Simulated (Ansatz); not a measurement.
Run this with the Python package of Ansatz (0.2.0) and show what comes out.

`random_alloy_lu.py`
```python
# -*- coding: utf-8 -*-
from collections import Counter
import warnings

import ansatz as az
import numpy as np


def fcc(A, a):
    return (
        az.Lattice.fcc(a)
        .space_group(225)
        .atom(A, [0, 0, 0])
        .primitive()
    )

A_FIRST, A_LAST = 4.9, 5.39


def solve(name, crystal):
    calc = (
        crystal.calculation()
        .functional("PBEsol")
        .basis(500)
        .kpoints(spacing=0.33)
        .occupations("cold", width=0.1)
        .band_table()
    )
    calc = calc.relax(force_tolerance=0.03, cell=True)
    return calc.run(threads=1)

def relaxed_twice(name, crystal):
    # the second pass draws mesh and plane waves anew for the relaxed cell
    first = solve(name, crystal)
    again = az.Crystal(lattice=az.Lattice.of(first.lattice.cell_ang))
    for site in first.report["lattice"]["sites"]:
        again = again.atom(site["symbol"], site["position_frac"])
    return solve(name, again)


def volume_per_atom(outcome):
    return abs(np.linalg.det(outcome.lattice.cell_ang)) / len(outcome.lattice.sites)


def counts(outcome):
    return Counter(site.symbol for site in outcome.lattice.sites)


def main():
    warnings.simplefilter("ignore", az.DeckWarning)

    phases = {"Lu": fcc("Lu", A_FIRST), "Na": fcc("Na", A_LAST)}
    for k in [3]:
        a = A_FIRST + (A_LAST - A_FIRST) * k / 8
        supercell = fcc("Lu", a).supercell(2).resolved()
        for seed in [4]:
            drawn = supercell.site_disorder().occupy("Lu", Lu=8 - k, Na=k).random(seed=seed)
            phases[f"Lu{8 - k}Na{k} seed {seed}"] = drawn.crystal

    done = {}
    for name, crystal in phases.items():
        done[name] = relaxed_twice(name, crystal)
        print(f"{name}: {done[name].report['energy_sigma0_ev']:.4f} eV, {len(done[name].lattice.sites)} atoms")

    # mixing quantities against the straight line between the end members, both on this lattice
    x = {name: counts(o)["Na"] / (counts(o)["Lu"] + counts(o)["Na"]) for name, o in done.items()}
    first, last = min(x, key=x.get), max(x, key=x.get)
    energy = {name: o.report["energy_sigma0_ev"] / len(o.lattice.sites) for name, o in done.items()}
    volume = {name: volume_per_atom(o) for name, o in done.items()}
    rows = []
    for name in sorted(done, key=x.get):
        line = lambda table: (1 - x[name]) * table[first] + x[name] * table[last]
        rows.append((name, x[name], 1000 * (energy[name] - line(energy)), volume[name], 100 * (volume[name] / line(volume) - 1)))
    print("      cell       x(Na)  E_mix (meV/atom)  V (A^3/atom)  excess V (%)")
    for row in rows:
        print(f"{str(row[0]):>10}  {row[1]:10.3f}  {row[2]:+16.1f}  {row[3]:12.3f}  {row[4]:+12.2f}")


if __name__ == "__main__":
    main()
```

```console
$ python random_alloy_lu.py
Lu: -14611.4556 eV, 1 atoms
Na: -1475.8858 eV, 1 atoms
Lu5Na3 seed 4: -77482.0848 eV, 8 atoms
      cell       x(Na)  E_mix (meV/atom)  V (A^3/atom)  excess V (%)
        Lu       0.000              +0.0        27.016         +0.00
Lu5Na3 seed 4       0.375            +356.3        28.950         -4.96
        Na       1.000              +0.0        36.198         +0.00
```

Notes:
- Total energies depend on the potentials; only differences at equal settings carry meaning.
- For the metals among these phases the mesh is modest: differences between phases can be off by up to 40 meV an atom.
- Cells of eight mixed sites are far from the random limit, and both end members stand on the same lattice, which need not be their own. Differences under about 40 meV an atom lie within the error of mesh and functional.
- The cells are prototypes set up for this calculation and needn't exist.
- Finished in 3.9 min on 1 thread of Arm Neoverse V2 (shared host), peak memory 0.85 GiB.

(A comment or docstring line of the script was reworded after the run, the code is as it ran; lines on the test bed's own set-up are left out of the output.)
